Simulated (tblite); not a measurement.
# C6H12GeS: the cost of one run

Computed with tblite 0.8.0 and PySCF 2.14.0, with density-fitted response routines of our own, on a single molecule, in the gas phase or a continuum. Atoms count from 0, in the outputs and in this text.

### Step 1. Starting geometry

20 atoms, charge 0, multiplicity 1; geometry from: force field or distance geometry start.

Bonds of the start (Å): C0–C1 1.51, C1–S2 1.46, C1–Ge3 1.90, Ge3–C4 1.95, C4–C5 1.53, C5–C6 1.51, C6–C7 1.51, C7–Ge3 1.95, C0–H8 1.12, C0–H9 1.10, C0–H10 1.11, Ge3–H11 1.53, C4–H12 1.10, C4–H13 1.10, C5–H14 1.12, C5–H15 1.10, C6–H16 1.12, C6–H17 1.12, C7–H18 1.12, C7–H19 1.10.

### Step 2. Optimising the geometry with GFN2-xTB

The job: settings as JSON, then the geometry in Å.

```
{"job": {"kind": "relax", "xc": "GFN2-xTB", "basis": "xTB"}, "charge": 0, "multiplicity": 1}
C      3.236000     0.346900    -0.263300
C      1.984000    -0.313500     0.276400
S      2.073300    -1.018500     1.548000
Ge     0.343200    -0.236400    -0.677400
C     -0.703600     1.359000    -0.269600
C     -2.073600     0.681900    -0.410900
C     -2.039100    -0.515400     0.509400
C     -0.992900    -1.483000     0.000200
H      3.602900    -0.389900    -1.028900
H      3.988100     0.464800     0.525800
H      2.980000     1.332700    -0.710900
H      0.512600    -0.452600    -2.180200
H     -0.577100     2.144500    -1.025000
H     -0.534900     1.690700     0.763400
H     -2.203400     0.389700    -1.481100
H     -2.893600     1.379500    -0.179400
H     -1.660000    -0.165100     1.497900
H     -3.044000    -1.000400     0.595100
H     -0.615900    -2.060200     0.883900
H     -1.387200    -2.144100    -0.786100
```

The run is started by

```sh
$ OMP_NUM_THREADS=1 python probes_run.py task.json out
```

This one command runs all jobs of the session in turn.

**Question.** How long does this first job take on 1 thread of Intel Xeon at 2.50GHz, shared host?

About 4.8 s.
